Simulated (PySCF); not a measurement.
# Ta3 (Ta3): the cost of one run

The runs use PySCF 2.14.0; PBE0, Ta def2-SVP with ECP60; scalar-relativistic core potentials, no spin–orbit coupling.

2 further runs of the same task are left out: 1 for a known fault of the program, 1 set aside as unsound or not needed.

### Step 1. Starting geometry

3 atoms, charge 0, spin multiplicity 2.

Bond lengths: Ta1–Ta2 2.550 Å, Ta2–Ta3 2.550 Å. Angles: Ta1–Ta2–Ta3 180.0°.

Coordinates:

```
atom   x (Å)   y (Å)    z (Å)
 Ta1  0.0000  0.0000   2.5500
 Ta2  0.0000  0.0000   0.0000
 Ta3  0.0000  0.0000  -2.5500
```

### Step 2. SCF at the start, doublet

run.py (the lines that set the calculation) reads:

```python
mol = gto.M(atom='''
Ta     0.00000     0.00000     2.55000
Ta     0.00000     0.00000     0.00000
Ta     0.00000     0.00000    -2.55000''',
    basis={'Ta': 'def2-SVP'},
    ecp={'Ta': 'def2-SVP'},
    charge=0, spin=1)
mf = dft.UKS(mol, xc='PBE0')
mf.grids.atom_grid = (50, 194)
mf = mf.density_fit()  # fitting sets: Ta def2-universal-JKFIT
mf.conv_tol = 1e-08; mf.max_cycle = 55
mf.kernel(dm0)  # dm0: free metal ions and neutral atoms
```

Started as:

```console
> OMP_NUM_THREADS=2 python run.py
```

Q: Estimate wall time and peak memory on 2 threads of Intel Xeon Platinum 8259CL at 2.50GHz (Skylake/Cascade Lake), shared host.

About 2.6 min, with a peak of 0.5 GiB.
